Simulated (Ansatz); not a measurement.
# ZrCu2GeS4, relaxed

Aim: in ZrCu2GeS4, a structure type of another compound, with these elements put in, relax cell and atoms, then read levels, charges and fields where it ends.

Method: DFT, PBEsol, no spin polarisation, plane waves, PAW, in Ansatz 0.2.0.

**1. The cell**

The structure is tetragonal, space group I-42m (No. 121). Conventional cell: a = 5.403 Å, b = 5.403 Å, c = 10.380 Å, α = 90.00°, β = 90.00°, γ = 90.00°. Around S (site symmetry m) lie 1 Ge at 2.24 Å and 2 Cu at 2.27 Å and 1 Zr at 2.46 Å. Ge (site symmetry -42m) is surrounded by 4 S at 2.24 Å. Zr (site symmetry -42m) is surrounded by 4 S at 2.46 Å. Cu (site symmetry -4) is surrounded by 4 S at 2.27 Å.

Coordinates:

```
S Ge Zr Cu
1.0
     0.00000    5.40281    0.00000
     5.40281    0.00000    0.00000
     2.70140    2.70140   -5.18999
S Ge Zr Cu
4 1 1 2
Direct
  0.40000 0.40000 0.73580
  0.60000 0.13580 0.26420
  0.86420 0.86420 0.73580
  0.13580 0.60000 0.26420
  0.50000 0.50000 0.00000
  0.00000 0.00000 0.00000
  0.75000 0.25000 0.50000
  0.25000 0.75000 0.50000
```

The first density is read from a saved solution for the starting cell.

**2. The walk to rest**

The input, input.yaml:

```yaml
crystal:
  lattice:
    - [0.0, 5.40281, 0.0]
    - [5.40281, 0.0, 0.0]
    - [2.701405, 2.701405, -5.189988]
  atoms:
    - { symbol: S, position: [0.4, 0.4, 0.7358] }
    - { symbol: S, position: [0.6, 0.1358, 0.2642] }
    - { symbol: S, position: [0.8642, 0.8642, 0.7358] }
    - { symbol: S, position: [0.1358, 0.6, 0.2642] }
    - { symbol: Ge, position: [0.5, 0.5, 0.0] }
    - { symbol: Zr, position: [0.0, 0.0, 0.0] }
    - { symbol: Cu, position: [0.75, 0.25, 0.5] }
    - { symbol: Cu, position: [0.25, 0.75, 0.5] }
  symmetry: { tolerance: 0.0003 }
kpoints:
  mp_grid: { grid: [6, 6, 6], shift: [0, 0, 0] }
magnetization:
  spin_polarized: false
scf:
  occupations: { method: fermi_dirac, width: 0.05 }
  lower_state_search: "off"
hamiltonian:
  pseudopotentials: { kind: paw }
  xc: pbesol
basis:
  ecutwfc: 420
  fft_grid_basis: typed
relax:
  max_steps: 60
  cell: { p_target: 0.0 }
output:
  forces: true
  stress: true
  eigenvalues: true
  bader: true
  populations: true
  elf: true
  write_potential: true
  volumetric_format: npy
  dos:
    e_range: [-12, 8]
    de: 0.05
    projected: { site_lists: { Cu: [Cu], Ge: [Ge], S: [S], Zr: [Zr] } }
  write_density: true
checkpoint:
  read: saved_state
```

Command:

```console
$ ansatz run input.yaml --threads 2 --pin off --max-ram 2560MiB --backend cpu --events-out ev --progress --plain --runs-dir out
```

What it wrote, cut to the lines that bear on the results:

```text
Warning: checkpoint.read: basis.xc_grid differs: saved 1, current 2 (points along each axis for each point of the dense box; where the key is left out runs that use forces, runs that use the stress, dielectric runs by a finite field, finite-displacement phonons, runs of [...]
Warning: RAYON_NUM_THREADS=2 ignored (pool sized by the plan → 2); use --threads N
[...]
Pseudopotentials: kind: paw
Pseudopotential: S, paw, valence charge 6, recommended cutoff 420 eV (normal), S.paw.azcp
Pseudopotential: Ge, paw, valence charge 14, recommended cutoff 420 eV (normal), Ge.paw.azcp
Pseudopotential: Zr, paw, valence charge 12, recommended cutoff 420 eV (normal), Zr.paw.azcp
Pseudopotential: Cu, paw, valence charge 19, recommended cutoff 420 eV (normal), Cu.paw.azcp
Functional definition: PBEsol
[...]
Crystal: 8 atoms, lattice volume = 151.498 Å³
Basis set: ecut = 420 eV, 2953 PW (Γ), exchange–correlation on 80×80×90 points (8 copies of the dense FFT grid, shifted against one another)
Bands: 53, of which v1, the nominal top of the filled ones, is band 44 counted from 1 (43 counted from 0)
Symmetry: 8 space group operations
Space group: I-42m (ITA 121), of the structure as read, at distance tolerance 1.6e-3 Å
k-points: 30 of 216 (time reversal used)
[...]
SCF iter   1: F=—  HF=-25103.117517 eV  |F-HF|=—  |Δ(HF+E_count)|=         —  Δρ=8.60e-4  dr2=8.52e-4  ethr=9.96e-7  ⟨swp⟩=3.0  Hψ=9489  notcnv=0
[...]
relax step   1: F+E_penalty+E_count = -25103.11794837 eV  Δ(F+E_penalty+E_count) = +0.000e0 eV  max|allowed force component| = 8.868e-1 eV/Å  Δτ_max = 0.0000 Å  P = +4.506 GPa  Ω = 151.498 Å³  (7 SCF iters, dr2 threshold 1.00e-7 eV, accepted)
[...]
relax step   3: F+E_penalty+E_count = -25103.99308155 eV  Δ(F+E_penalty+E_count) = -4.627e-1 eV  max|allowed force component| = 2.700e-1 eV/Å  Δτ_max = 0.1949 Å  P = -0.021 GPa  Ω = 167.597 Å³  energy of the carried Pulay correction = -3.324e-3 eV  (9 SCF iters, dr2 threshold 8.00e-7 eV, accepted)
[...]
relax step   4: F+E_penalty+E_count = -25104.00451502 eV  Δ(F+E_penalty+E_count) = -1.143e-2 eV  max|allowed force component| = 2.692e-1 eV/Å  Δτ_max = 0.0543 Å  P = -0.946 GPa  Ω = 167.057 Å³  energy of the carried Pulay correction = -3.218e-3 eV  (7 SCF iters, dr2 threshold 8.00e-7 eV, accepted)
[...]
SCF iter   6: F=—  HF=-25104.025494 eV  |F-HF|=—  |Δ(HF+E_count)|=   2.24e-7  Δρ=3.91e-5  dr2=2.25e-6  ethr=2.19e-8  ⟨swp⟩=2.3  Hψ=2501  notcnv=0
```

**3. The log goes on**

Output, continued:

```text
SCF iter   7: F=-25104.025494 eV  HF=-25104.025494 eV  |F-HF|=7.58e-7  |Δ(HF+E_count)|=   7.24e-7  Δρ=1.90e-5  dr2=5.11e-7  ethr=9.09e-10  ⟨swp⟩=9.9  Hψ=11429  notcnv=0
SCF 5 converged in 7 iterations: F = -25104.025494 eV  dr2 = 5.11e-7
relax step   5: F+E_penalty+E_count = -25104.02549374 eV  Δ(F+E_penalty+E_count) = -2.098e-2 eV  max|allowed force component| = 1.709e-2 eV/Å  Δτ_max = 0.0240 Å  P = +0.011 GPa  Ω = 165.997 Å³  energy of the carried Pulay correction = -3.009e-3 eV  (7 SCF iters, dr2 threshold 8.00e-7 eV, accepted)
Crystal: 8 atoms, lattice volume = 166.033 Å³
iter 1 solved again at ethr=5.70e-8 eV; its pass at ethr=3.10e-3 eV (dr2=5.01e-5 eV) is discarded
SCF iter   1: F=—  HF=-25104.025652 eV  |F-HF|=—  |Δ(HF+E_count)|=         —  Δρ=1.71e-4  dr2=4.33e-5  ethr=5.70e-8  ⟨swp⟩=3.0  Hψ=7151  notcnv=0
preconditioner: auto → Resta (q_TF=auto, 2.454 Å⁻¹)  ε∞=9.3  [insulator: Δε(μ)=0.375 eV  Ē_g=7.359 eV  σ=0.050 eV  W_gap=0.95  n_scr=36 (ndim 8)  ℏωp=21.2 eV  f_vac=0.022  D(μ)=0.06/eV (n_scr^D=0)  ε∞_Penn≈9.3]
SCF iter   2: F=—  HF=-25104.025658 eV  |F-HF|=—  |Δ(HF+E_count)|=   5.63e-6  Δρ=1.13e-4  dr2=1.89e-5  ethr=4.92e-8  ⟨swp⟩=2.0  Hψ=2166  notcnv=0
SCF iter   3: F=—  HF=-25104.025741 eV  |F-HF|=—  |Δ(HF+E_count)|=   8.31e-5  Δρ=1.06e-4  dr2=1.28e-5  ethr=2.15e-8  ⟨swp⟩=2.0  Hψ=2213  notcnv=0
SCF iter   4: F=—  HF=-25104.025739 eV  |F-HF|=—  |Δ(HF+E_count)|=   1.45e-6  Δρ=2.24e-5  dr2=1.19e-6  ethr=1.46e-8  ⟨swp⟩=2.0  Hψ=1920  notcnv=0
SCF iter   5: F=—  HF=-25104.025739 eV  |F-HF|=—  |Δ(HF+E_count)|=   7.43e-8  Δρ=1.16e-5  dr2=2.46e-7  ethr=1.35e-9  ⟨swp⟩=2.4  Hψ=2459  notcnv=0
SCF iter   6: F=-25104.025739 eV  HF=-25104.025739 eV  |F-HF|=1.26e-8  |Δ(HF+E_count)|=   1.99e-8  Δρ=2.58e-6  dr2=1.31e-8  ethr=3.10e-11  ⟨swp⟩=6.1  Hψ=10654  notcnv=0
SCF 6 converged in 6 iterations: F = -25104.025739 eV  dr2 = 1.31e-8
relax step   6: F+E_penalty+E_count = -25104.02573928 eV  Δ(F+E_penalty+E_count) = -2.455e-4 eV  max|allowed force component| = 2.207e-3 eV/Å  Δτ_max = 0.0014 Å  P = -0.001 GPa  Ω = 166.033 Å³  energy of the carried Pulay correction = -3.015e-3 eV  (6 SCF iters, dr2 threshold 2.72e-8 eV, accepted)
Crystal: 8 atoms, lattice volume = 166.080 Å³
iter 1 solved again at ethr=2.21e-8 eV; its pass at ethr=3.10e-3 eV (dr2=1.94e-5 eV) is discarded
SCF iter   1: F=—  HF=-25104.025704 eV  |F-HF|=—  |Δ(HF+E_count)|=         —  Δρ=8.98e-5  dr2=1.08e-5  ethr=2.21e-8  ⟨swp⟩=3.0  Hψ=7342  notcnv=0
preconditioner: auto → Resta (q_TF=auto, 2.454 Å⁻¹)  ε∞=9.3  [insulator: Δε(μ)=0.370 eV  Ē_g=7.359 eV  σ=0.050 eV  W_gap=0.95  n_scr=36 (ndim 8)  ℏωp=21.2 eV  f_vac=0.022  D(μ)=0.06/eV (n_scr^D=0)  ε∞_Penn≈9.3]
SCF iter   2: F=—  HF=-25104.025712 eV  |F-HF|=—  |Δ(HF+E_count)|=   7.89e-6  Δρ=5.90e-5  dr2=4.89e-6  ethr=1.23e-8  ⟨swp⟩=1.0  Hψ=1590  notcnv=0
SCF iter   3: F=—  HF=-25104.025794 eV  |F-HF|=—  |Δ(HF+E_count)|=   8.22e-5  Δρ=1.04e-4  dr2=1.28e-5  ethr=5.56e-9  ⟨swp⟩=2.0  Hψ=2910  notcnv=0  recentre
SCF iter   4: F=—  HF=-25104.025792 eV  |F-HF|=—  |Δ(HF+E_count)|=   2.21e-6  Δρ=1.17e-5  dr2=3.05e-7  ethr=5.56e-9  ⟨swp⟩=2.0  Hψ=2850  notcnv=0
SCF iter   5: F=—  HF=-25104.025792 eV  |F-HF|=—  |Δ(HF+E_count)|=   1.52e-8  Δρ=3.50e-6  dr2=3.08e-8  ethr=3.47e-10  ⟨swp⟩=2.0  Hψ=2542  notcnv=0
SCF iter   6: F=—  HF=-25104.025792 eV  |F-HF|=—  |Δ(HF+E_count)|=   2.51e-9  Δρ=3.07e-6  dr2=1.51e-8  ethr=3.50e-11  ⟨swp⟩=2.0  Hψ=2550  notcnv=0
SCF iter   7: F=—  HF=-25104.025792 eV  |F-HF|=—  |Δ(HF+E_count)|=   1.80e-9  Δρ=7.92e-7  dr2=9.78e-10  ethr=1.72e-11  ⟨swp⟩=2.1  Hψ=2388  notcnv=0
SCF iter   8: F=—  HF=-25104.025792 eV  |F-HF|=—  |Δ(HF+E_count)|=  1.60e-10  Δρ=7.28e-7  dr2=6.37e-10  ethr=1.11e-12  ⟨swp⟩=2.0  Hψ=2894  notcnv=0
SCF iter   9: F=—  HF=-25104.025792 eV  |F-HF|=—  |Δ(HF+E_count)|=  7.28e-11  Δρ=2.66e-7  dr2=1.97e-10  ethr=1.00e-12  ⟨swp⟩=2.1  Hψ=2259  notcnv=0
SCF iter  10: F=-25104.025792 eV  HF=-25104.025792 eV  |F-HF|=0.00e0  |Δ(HF+E_count)|=  7.28e-12  Δρ=9.38e-8  dr2=1.05e-11  ethr=1.00e-12  ⟨swp⟩=6.0  Hψ=7238  notcnv=0
SCF 7 converged in 10 iterations: F = -25104.025792 eV  dr2 = 1.05e-11
relax step   7: F+E_penalty+E_count = -25104.02579205 eV  Δ(F+E_penalty+E_count) = -5.277e-5 eV  max|allowed force component| = 5.525e-4 eV/Å  Δτ_max = 0.0005 Å  P = -0.006 GPa  Ω = 166.080 Å³  energy of the carried Pulay correction = -3.025e-3 eV  (10 SCF iters, accepted)
Initial wavefunctions: pseudopotential atomic-orbital guess (no wavefunctions were taken with the density)
iter 1 solved again at ethr=2.44e-7 eV; its pass at ethr=3.10e-3 eV (dr2=2.15e-4 eV) is discarded
SCF iter   1: F=—  HF=-25104.013655 eV  |F-HF|=—  |Δ(HF+E_count)|=         —  Δρ=1.09e-3  dr2=6.92e-5  ethr=2.44e-7  ⟨swp⟩=3.0  Hψ=9967  notcnv=0
preconditioner: auto → Resta (q_TF=auto, 2.454 Å⁻¹)  ε∞=9.3  [insulator: Δε(μ)=0.372 eV  Ē_g=7.361 eV  σ=0.050 eV  W_gap=0.95  n_scr=36 (ndim 8)  ℏωp=21.2 eV  f_vac=0.022  D(μ)=0.06/eV (n_scr^D=0)  ε∞_Penn≈9.3]
SCF iter   2: F=—  HF=-25104.025553 eV  |F-HF|=—  |Δ(HF+E_count)|=   1.19e-2  Δρ=5.82e-4  dr2=4.25e-5  ethr=7.87e-8  ⟨swp⟩=2.0  Hψ=2408  notcnv=0
SCF iter   3: F=—  HF=-25104.028151 eV  |F-HF|=—  |Δ(HF+E_count)|=   2.60e-3  Δρ=3.21e-4  dr2=3.33e-5  ethr=4.83e-8  ⟨swp⟩=2.0  Hψ=2851  notcnv=0
SCF iter   4: F=—  HF=-25104.028898 eV  |F-HF|=—  |Δ(HF+E_count)|=   7.47e-4  Δρ=9.41e-5  dr2=1.54e-6  ethr=3.78e-8  ⟨swp⟩=2.0  Hψ=2155  notcnv=0
SCF iter   5: F=—  HF=-25104.029068 eV  |F-HF|=—  |Δ(HF+E_count)|=   1.70e-4  Δρ=1.37e-5  dr2=2.41e-7  ethr=1.75e-9  ⟨swp⟩=2.8  Hψ=2323  notcnv=0
SCF iter   6: F=—  HF=-25104.029069 eV  |F-HF|=—  |Δ(HF+E_count)|=   1.27e-6  Δρ=4.74e-6  dr2=6.04e-8  ethr=2.74e-10  ⟨swp⟩=2.1  Hψ=2404  notcnv=0
SCF iter   7: F=—  HF=-25104.029069 eV  |F-HF|=—  |Δ(HF+E_count)|=   8.32e-8  Δρ=1.43e-6  dr2=2.59e-9  ethr=6.86e-11  ⟨swp⟩=2.0  Hψ=2400  notcnv=0
SCF iter   8: F=—  HF=-25104.029069 eV  |F-HF|=—  |Δ(HF+E_count)|=   1.24e-9  Δρ=6.98e-7  dr2=6.11e-10  ethr=2.95e-12  ⟨swp⟩=2.0  Hψ=2550  notcnv=0
SCF iter   9: F=—  HF=-25104.029069 eV  |F-HF|=—  |Δ(HF+E_count)|=  1.64e-10  Δρ=5.70e-7  dr2=4.42e-10  ethr=1.00e-12  ⟨swp⟩=2.0  Hψ=1755  notcnv=0
SCF iter  10: F=-25104.029069 eV  HF=-25104.029069 eV  |F-HF|=3.64e-12  |Δ(HF+E_count)|=  6.91e-11  Δρ=5.54e-8  dr2=1.18e-11  ethr=1.00e-12  ⟨swp⟩=4.8  Hψ=7768  notcnv=0
SCF 8 converged in 10 iterations: F = -25104.029069 eV  dr2 = 1.18e-11
relax step   8: F+E_penalty+E_count = -25104.02906889 eV  Δ(F+E_penalty+E_count) = -3.277e-3 eV  max|allowed force component| = 7.238e-4 eV/Å  Δτ_max = 0.0000 Å  P = +0.005 GPa  Ω = 166.080 Å³  stress off target by 1.08e-2 GPa  SCF on the basis re-selected at this cell (its energy is not comparable with the rows above)  (10 SCF iters)
basis re-selected at this cell: Δ(F+E_penalty+E_count) = -3.277e-3 eV, ΔP = +0.011 GPa vs the last step (what re-selecting the basis moved, of the pressure what is left beyond the Pulay correction that the steps carried, after the strain that the cell walked since its last selection, with what the two solves' SCF thresholds leave and, on support functions, any second-order correction that the steps lacked; it is no measure of the basis error at this ecutwfc). This SCF's stress stands 1.08e-2 GPa from its target on what of the cell is left free (relax.cell.stress_tol is 5.00e-2 GPa) and its largest allowed force component is 7.24e-4 eV/Å (relax.f_tol is 1.00e-2 eV/Å): within both
SCF converged after 10 iterations
Free energy (F): -25104.029069 eV
Harris-Foulkes:  -25104.029069 eV  (|F-HF|=3.64e-12)
Internal energy: -25104.028193 eV  (E = F + TS)
E sigma→0 (E₀):  -25104.028631 eV
Entropy (-TS):   -0.000875 eV (-0.109 meV/atom)
Fermi energy:    8.566145 eV
--- Per-component energies (eV) ---
  E_band       = -1330.338383
  E_kinetic    = 1471.883751
  E_local      = -15600.899205  (includes V_loc(G=0)·N_el)
  E_nonlocal   = 1406.761971
  E_hartree    = 6773.045555
  E_xc         = -796.264247
  E_vxc        = -832.811611  (∫ρ·V_xc dr)
  E_paw        = -10472.935018  (= ΣΔE_a)
  E_vpaw       = -1321.365139  (= ΣTr[D̂ρ^β])
  E_aug_tail   = 0.000833  (compensation charges beyond the density's cutoff)
  E_ewald      = -7887.365692
  E_core_change = 1.743858  (= ΣΔE_core)
  E_smearing   = -0.000875  (= −TS)
  E_closure    = -0.000000  (closes the sum)
  Σ components = -25104.029069   (vs F -25104.029069, Δ=0.00e0)
--- Forces (eV/Å), atoms counted from 1 ---
  atom   1  S     -0.00072379    -0.00072379    -0.00034176
  atom   2  S     -0.00072379     0.00072379     0.00034176
  atom   3  S      0.00072379     0.00072379    -0.00034176
  atom   4  S      0.00072379    -0.00072379     0.00034176
  atom   5  Ge     0.00000000    -0.00000000    -0.00000000
  atom   6  Zr    -0.00000000     0.00000000     0.00000000
  atom   7  Cu    -0.00000000     0.00000000     0.00000000
  atom   8  Cu    -0.00000000    -0.00000000     0.00000000
  max |Σ_I F_I| component: 5.90e-17 eV/Å
--- Stress (GPa, compression-positive) ---
        0.010831       0.000000      -0.000000
        0.000000       0.010831      -0.000000
       -0.000000      -0.000000      -0.007684
  P = ⅓ Tr σ = 0.0047 GPa (0.047 kbar)
--- Band table (eV; the first three rows and the last of 30) ---
  k-point 0: bands = ["-103.7037", "-103.7037", "-61.2789", "-61.2789", "-61.2787", "-61.2787", "-61.1896", "-61.1896", "-41.1019", "-19.2813", "-19.2813", "-19.2246", "-16.7147", "-16.7147", "-16.7089", "-16.7051", "-16.6981", "-5.9936", "-4.7159", "-4.7159", "-4.5512", "-0.0841", "2.6933", "3.0428", "3.3535", "3.4074", "3.8139", "3.8139", "4.0463", "4.0463", "4.0956", "4.6093", "4.6093", "5.7073", "5.7511", "5.7511", "5.8272", "5.9405", "5.9913", "6.2034", "6.8849", "7.0474", "7.2486", "7.2486", "9.2290", "9.2654", "10.2854", "10.3428", "10.3428", "11.9249", "11.9921", "11.9921", "12.1915"]
  k-point 1: bands = ["-103.7037", "-103.7037", "-61.2789", "-61.2789", "-61.2787", "-61.2787", "-61.1896", "-61.1896", "-41.1019", "-19.2813", "-19.2813", "-19.2248", "-16.7147", "-16.7147", "-16.7089", "-16.7051", "-16.6981", "-5.9111", "-4.7169", "-4.7169", "-4.6655", "-0.0983", "2.4849", "3.0485", "3.5181", "3.6522", "3.8306", "3.8306", "3.9913", "4.0759", "4.0759", "4.5894", "4.5894", "5.7108", "5.7574", "5.7574", "5.8006", "5.8200", "6.0856", "6.2533", "6.8308", "7.1121", "7.3091", "7.3091", "9.2972", "9.7506", "10.0067", "10.0067", "10.0079", "11.5981", "12.0854", "12.1367", "12.1367"]
  k-point 2: bands = ["-103.7037", "-103.7037", "-61.2789", "-61.2789", "-61.2787", "-61.2787", "-61.1896", "-61.1896", "-41.1019", "-19.2814", "-19.2814", "-19.2252", "-16.7147", "-16.7147", "-16.7089", "-16.7051", "-16.6981", "-5.6785", "-4.9599", "-4.7189", "-4.7189", "-0.1237", "2.2309", "3.0914", "3.5469", "3.8297", "3.8297", "3.9638", "4.1602", "4.1602", "4.1832", "4.5826", "4.5826", "5.5519", "5.7161", "5.7694", "5.7694", "5.7827", "6.0519", "6.4332", "6.9139", "7.1252", "7.3796", "7.3796", "9.3820", "9.5541", "9.5541", "9.8739", "10.5185", "11.1250", "11.8870", "12.0836", "12.0836"]
  k-point 29: bands = ["-103.7037", "-103.7037", "-61.2789", "-61.2789", "-61.2787", "-61.2787", "-61.1896", "-61.1896", "-41.1019", "-19.2823", "-19.2821", "-19.2247", "-16.7147", "-16.7147", "-16.7090", "-16.7050", "-16.6980", "-5.1824", "-4.9874", "-4.9803", "-4.9639", "-0.0483", "2.3168", "2.5329", "2.8285", "3.7906", "3.8924", "3.9864", "4.0765", "4.1650", "4.3585", "4.3703", "4.6656", "5.7170", "5.7286", "5.7467", "6.1068", "6.1082", "6.2462", "6.8502", "7.0416", "7.2706", "7.2793", "7.7413", "8.7758", "9.8309", "10.4780", "10.6906", "10.8666", "11.3916", "11.4018", "12.2223", "12.2445"]
--- Relaxed structure (7 steps of the walk, 7 accepted, 1 SCFs on fresh bases) ---
  F+E_penalty+E_count = -25104.02906889 eV   max|allowed force component| = 7.238e-4 eV/Å   (the final SCF, on the basis selected at the relaxed cell)
  cell:  # Å, volume = 166.0801 Å³
    - [3.415830521455855e-34, 5.634650089028338, -1.8494282394739558e-32]
    - [5.634650089028338, 3.903806310235263e-34, -7.619467273104555e-18]
    - [2.817325044514169, 2.817325044514169, -5.2309869376296865]
  atoms:
    - { symbol: S, position: [0.3814274720585069, 0.3814274720585069, 0.7176479793558204] }
    - { symbol: S, position: [0.6185725279414935, 0.09907545141432711, 0.2823520206441795] }
    - { symbol: S, position: [0.9009245485856727, 0.9009245485856727, 0.7176479793558204] }
    - { symbol: S, position: [0.09907545141432711, 0.6185725279414935, 0.2823520206441795] }
    - { symbol: Ge, position: [0.5, 0.5, 1.6679569819697067e-19] }
    - { symbol: Zr, position: [-4.3263098015789705e-20, 3.543217798971645e-19, 1.6679569819696982e-19] }
    - { symbol: Cu, position: [0.75, 0.25, 0.5] }
    - { symbol: Cu, position: [0.25, 0.75, 0.5] }
--- Löwdin populations: 8 sites ---
  site symbol       q [e]
     0      S      6.4153
     1      S      6.4153
     2      S      6.4153
     3      S      6.4153
     4     Ge     13.7466
     5     Zr     11.2900
     6     Cu     18.3784
     7     Cu     18.3784
  spilling = 0.006200 (of n_electrons = 88.000000)
--- Bader charges: 8 sites ---
  site symbol  charge [e]  shift [e]
     0      S     -0.9154     0.0007
     1      S     -0.9154     0.0007
     2      S     -0.9154     0.0007
     3      S     -0.9154     0.0007
     4     Ge      0.8475     0.0009
     5     Zr      1.8669     0.0013
     6     Cu      0.4736     0.0003
     7     Cu      0.4737     0.0003
  estimated error of the sums over rays = 4.9e-4 e
```

It took 2.2 min on 2 threads of Intel Xeon 6975P-C (Granite Rapids), shared host; peak memory 0.69 GiB.

The steps of the relaxation:

```csv
step,energy from step 1 (eV/cell),largest force component (eV/Å),pressure (GPa),volume (Å³)
1,0.0000,0.8868,4.51,151.50
2,-0.4124,0.6735,3.27,155.60
3,-0.8751,0.2700,-0.02,167.60
4,-0.8866,0.2692,-0.95,167.06
5,-0.9075,0.0171,0.01,166.00
6,-0.9078,0.0022,0.00,166.03
7,-0.9078,0.0006,-0.01,166.08
8,-0.9111,0.0007,0.00,166.08
```

Step 1 is the start. Step 8 repeats the geometry before on a plane-wave basis chosen anew for that cell, so the energy can jump there without any move; the table keeps such jumps.

| input's cell | before | after | change |
| --- | --- | --- | --- |
| a (Å) | 5.403 | 5.635 | +4.3 % |
| b (Å) | 5.403 | 5.635 | +4.3 % |
| c (Å) | 6.444 | 6.576 | +2.0 % |
| α (°) | 65.22 | 64.63 | -0.59° |
| β (°) | 65.22 | 64.63 | -0.59° |
| volume (Å³/atom) | 18.94 | 20.76 | +9.6 % |

The largest move, 0.24 Å, apart from the change of the cell, is shared by several atoms, S2 among them.

**4. Density of states**

States per cell by energy window, from dos.tsv and pdos.tsv (tetrahedra; eV from the Fermi level):

```csv
from,to,total,Cu d,Ge p,S p,Zr d
-4.5,-4.0,6.80,1.73,0.34,4.13,0.42
-4.0,-3.5,2.04,0.42,0.10,1.29,0.17
-3.5,-3.0,0.08,0.05,0.00,0.01,0.00
-3.0,-2.5,8.45,7.40,0.11,0.48,0.18
-2.5,-2.0,3.97,2.91,0.08,0.61,0.18
-2.0,-1.5,5.01,2.81,0.09,1.39,0.37
-1.5,-1.0,2.80,1.38,0.04,0.97,0.24
-1.0,-0.5,1.32,0.20,0.03,0.60,0.22
-0.5,0.0,0.38,0.05,0.01,0.19,0.05
0.0,0.5,0.42,0.01,0.10,0.03,0.23
0.5,1.0,2.13,0.07,0.39,0.24,1.06
1.0,1.5,2.85,0.08,0.40,0.47,1.42
1.5,2.0,2.86,0.07,0.36,0.62,1.25
2.0,2.5,2.73,0.06,0.54,0.64,0.94
2.5,3.0,2.51,0.04,0.89,0.52,0.52
```

On the mesh the valence top lies at -0.16 eV and the conduction bottom at 0.21 eV on this scale. The bands computed are complete only to about 3.4 eV above the Fermi level.

**5. Atomic charges**

By element, from the tables in the log (a charge is positive for electrons lost): Löwdin charges also hold the electrons that the projection spills.

```csv
element,atoms,Bader charge (e),Bader volume (Å³),Löwdin charge (e)
S,4,-0.92,25.4,-0.42
Ge,1,+0.85,19.5,+0.25
Zr,1,+1.87,16.0,+0.71
Cu,2,+0.47,14.5,+0.62
```

The Löwdin projection spills 0.6 % of the electrons and depends on the orbitals chosen; where it disagrees with Bader's partition, neither is an observable.

[end of part 1 of 2]
